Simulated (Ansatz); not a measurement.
# C2H9GeNSi: the cost of one run

Program: Ansatz 0.2.0. Level of theory: RKS B3LYP-D4/def2-SVP. These are calculated values, not measurements.

## 1. The structure to begin with

Bond lengths: C1–C2 1.334 Å, C2–Ge3 1.955 Å, C2–Si4 1.886 Å, Si4–N5 1.721 Å, C1–H6 1.029 Å, C1–H7 1.133 Å, Ge3–H8 1.495 Å, Ge3–H9 1.548 Å, Ge3–H10 1.520 Å, Si4–H11 1.494 Å, Si4–H12 1.477 Å, N5–H13 1.046 Å, N5–H14 1.037 Å. Angles (14 of 21 angles, heavy atoms first): C1–C2–Ge3 123.0°, C1–C2–Si4 116.3°, Ge3–C2–Si4 120.6°, C2–Si4–N5 111.7°, C2–C1–H6 126.7°, C2–C1–H7 117.1°, C2–Ge3–H8 107.8°, C2–Ge3–H9 106.9°, C2–Ge3–H10 108.3°, C2–Si4–H11 106.4°, C2–Si4–H12 106.7°, N5–Si4–H11 113.6°, N5–Si4–H12 110.6°, Si4–N5–H13 104.0°.

As a file:

```xyz
14

C    -0.0226    0.8742    1.4281
C    -0.3561    0.1633    0.3499
Ge   -1.9378    0.5482   -0.7332
Si    0.8103   -1.2427   -0.1191
N     2.3789   -0.6614   -0.5218
H     0.8003    0.7304    2.0293
H    -0.6853    1.7539    1.6923
H    -3.1355    0.4584    0.1576
H    -1.7879    1.9992   -1.2501
H    -2.0014   -0.4666   -1.8637
H     0.8021   -2.1991    1.0285
H     0.2002   -1.9329   -1.2739
H     2.6831   -0.1395    0.3323
H     2.2389    0.0854   -1.2273
```

## 2. Relaxing end A

input.yaml

```yaml
crystal:
  periodic: [false, false, false]
  atoms:
    - { symbol: C, position_ang: [-0.0226, 0.8742, 1.4281] }
    - { symbol: C, position_ang: [-0.3561, 0.1633, 0.3499] }
    - { symbol: Ge, position_ang: [-1.9378, 0.5482, -0.7332] }
    - { symbol: Si, position_ang: [0.8103, -1.2427, -0.1191] }
    - { symbol: "N", position_ang: [2.3789, -0.6614, -0.5218] }
    - { symbol: H, position_ang: [0.8003, 0.7304, 2.0293] }
    - { symbol: H, position_ang: [-0.6853, 1.7539, 1.6923] }
    - { symbol: H, position_ang: [-3.1355, 0.4584, 0.1576] }
    - { symbol: H, position_ang: [-1.7879, 1.9992, -1.2501] }
    - { symbol: H, position_ang: [-2.0014, -0.4666, -1.8637] }
    - { symbol: H, position_ang: [0.8021, -2.1991, 1.0285] }
    - { symbol: H, position_ang: [0.2002, -1.9329, -1.2739] }
    - { symbol: H, position_ang: [2.6831, -0.1395, 0.3323] }
    - { symbol: H, position_ang: [2.2389, 0.0854, -1.2273] }
basis:
  gaussian: { orbitals: def2-SVP }
hamiltonian:
  xc: b3lyp
  dispersion: d4
relax:
  f_tol: 0.015
  max_steps: 40
output:
  orbitals: {}
```

Started as:

```bash
ansatz run input.yaml --threads 2 --pin off --max-ram 3072MiB --backend cpu --events-out ev --progress --plain --runs-dir out
```

Q: Estimate wall time and peak memory on 2 threads of AMD EPYC 7B13 (Zen 3), shared host.

About 46 s, with a peak of 0.4 GiB.
